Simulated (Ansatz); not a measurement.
# C₂H₆InNO: how energies converge with the basis set

One table from this session's results is given with a row withheld; the runs are named, their logs left out.

Computed with Ansatz 0.2.0, Gaussian basis. Level: one geometry, several basis sets.

Levels to be run: PBE0-D4/def2-SVP; ωB97M-V/def2-SVP; PBE0-D4/def2-QZVPP; ωB97M-V/def2-QZVPP; the functionals' def2-TZVPP values are taken from earlier runs.

### The relaxed structure

All runs share one geometry, relaxed beforehand with PBE0-D4 in a triple-zeta def2 set. In takes the def2 core potential; no spin-orbit term is included.

SMILES `[CH3][In]([NH2])[CH]=O`, 11 atoms, charge 0, spin multiplicity 1.

Atoms are counted from 1 here; the program's logs count them from 0.

Bond lengths: C1–In2 2.142 Å, C1–H6 1.090 Å, C1–H7 1.091 Å, C1–H8 1.090 Å, In2–N3 2.019 Å, In2–C4 2.225 Å, N3–H9 1.007 Å, N3–H10 1.007 Å, C4–O5 1.202 Å, C4–H11 1.121 Å. Angles: In2–C1–H6 110.1°, In2–C1–H7 109.7°, In2–C1–H8 110.4°, H6–C1–H7 108.9°, H6–C1–H8 109.4°, H7–C1–H8 108.3°, C1–In2–N3 118.2°, C1–In2–C4 130.7°, N3–In2–C4 111.1°, In2–N3–H9 124.8°, In2–N3–H10 124.5°, H9–N3–H10 110.7°, In2–C4–O5 122.8°, In2–C4–H11 118.7°, O5–C4–H11 118.5°.

Set-up of the first run:

The input, in.yaml:

```yaml
crystal:
  periodic: [false, false, false]
  atoms:
    - {symbol: C, position_ang: [-0.643651, 1.021992, 1.638241]}
    - {symbol: In, position_ang: [0.003692, -0.048417, -0.101097]}
    - {symbol: N, position_ang: [1.887428, -0.773178, -0.129705]}
    - {symbol: C, position_ang: [-1.070770, -0.536869, -1.987719]}
    - {symbol: O, position_ang: [-2.191297, -0.166147, -2.212846]}
    - {symbol: H, position_ang: [0.215401, 1.297113, 2.250327]}
    - {symbol: H, position_ang: [-1.312373, 0.393313, 2.228346]}
    - {symbol: H, position_ang: [-1.186248, 1.922372, 1.349798]}
    - {symbol: H, position_ang: [2.291034, -1.292807, -0.891489]}
    - {symbol: H, position_ang: [2.551661, -0.665317, 0.619252]}
    - {symbol: H, position_ang: [-0.544847, -1.152055, -2.763097]}
basis:
  gaussian: {orbitals: def2-SVP}
hamiltonian: {xc: pbe0, dispersion: d4}
output: {orbitals: {seedname: orbitals}}
```

Started as:

```
ansatz run in.yaml --threads 4 --pin off --events-out ev --progress --plain --max-ram 10444MiB
```

Steps of the session up to this table: PBE0-D4 in def2-SVP; ωB97M-V in def2-SVP; PBE0-D4 in def2-QZVPP; ωB97M-V in def2-QZVPP.

One of the session's tables, all rows but one given; the rest of the session is left out.

It belongs to the step «Functionals by basis». 

```
functional       basis  HOMO (eV)  LUMO (eV)
   PBE0-D4    def2-SVP      -6.05      -1.52
   PBE0-D4  def2-TZVPP      -6.21      -1.73
   PBE0-D4  def2-QZVPP      -6.25      -1.78
   ωB97M-V    def2-SVP      -8.23       0.41
   ωB97M-V  def2-TZVPP          ?          ?
   ωB97M-V  def2-QZVPP      -8.45       0.03
```

Q: Estimate the row for ωB97M-V, def2-TZVPP from the others.

**Answer.** HOMO (eV): -8.40; LUMO (eV): 0.11. In the column «HOMO (eV)» it lies between ωB97M-V, def2-QZVPP (-8.45) and ωB97M-V, def2-SVP (-8.23).
